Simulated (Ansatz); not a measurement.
# AlCl2HS: the cost of one run

Computed with Ansatz 0.2.0, Gaussian basis. Level: single points with forces in def2-TZVPP.

Levels: PBE-D4, r2SCAN-D4, PBE0-D4, wB97M-V, Hartree-Fock, MP2, CCSD, CCSD(T). Each coordinate is moved by a Gaussian draw of the width named (0.7 of it for atoms other than hydrogen): 0.04, 0.04, 0.12, 0.12 Å.

Correlated methods freeze the cores.

10 further runs of the same task are left out: 10 set aside as unsound or not needed.

### Step 1. Where the work starts

SMILES `[SH][Al]([Cl])[Cl]`, 5 atoms, charge 0, spin multiplicity 1.

Atoms are counted from 1 here; the program's logs count them from 0.

Bond lengths: S1–Al2 2.218 Å, S1–H5 1.429 Å, Al2–Cl3 2.183 Å, Al2–Cl4 2.166 Å. Angles: Al2–S1–H5 93.0°, S1–Al2–Cl3 119.3°, S1–Al2–Cl4 121.3°, Cl3–Al2–Cl4 119.4°.

Coordinates:

```xyz
5
AlCl2HS
S     0.0554    1.6863   -0.5173
Al    0.2661   -0.4805   -0.0922
Cl    1.5387   -1.1253    1.5596
Cl   -0.7199   -1.9700   -1.3181
H    -1.0905    1.8158    0.3267
```

### Step 2. A first relaxation in a small basis

The input, pre/in.yaml:

```yaml
crystal:
  periodic: [false, false, false]
  atoms:
    - {symbol: S, position_ang: [0.055400, 1.686300, -0.517300]}
    - {symbol: Al, position_ang: [0.266100, -0.480500, -0.092200]}
    - {symbol: Cl, position_ang: [1.538700, -1.125300, 1.559600]}
    - {symbol: Cl, position_ang: [-0.719900, -1.970000, -1.318100]}
    - {symbol: H, position_ang: [-1.090500, 1.815800, 0.326700]}
basis:
  gaussian: {orbitals: def2-SVP}
hamiltonian: {xc: pbe, dispersion: d4}
relax: {f_tol: 0.03, max_steps: 250}
```

Run with:

```
$ ansatz run in.yaml --threads 4 --pin off --events-out ev --progress --plain --max-ram 8704MiB
```

Q: Estimate wall time and peak memory on 4 threads of Arm Neoverse N1, shared host.

About 17 s, with a peak of 0.17 GiB.
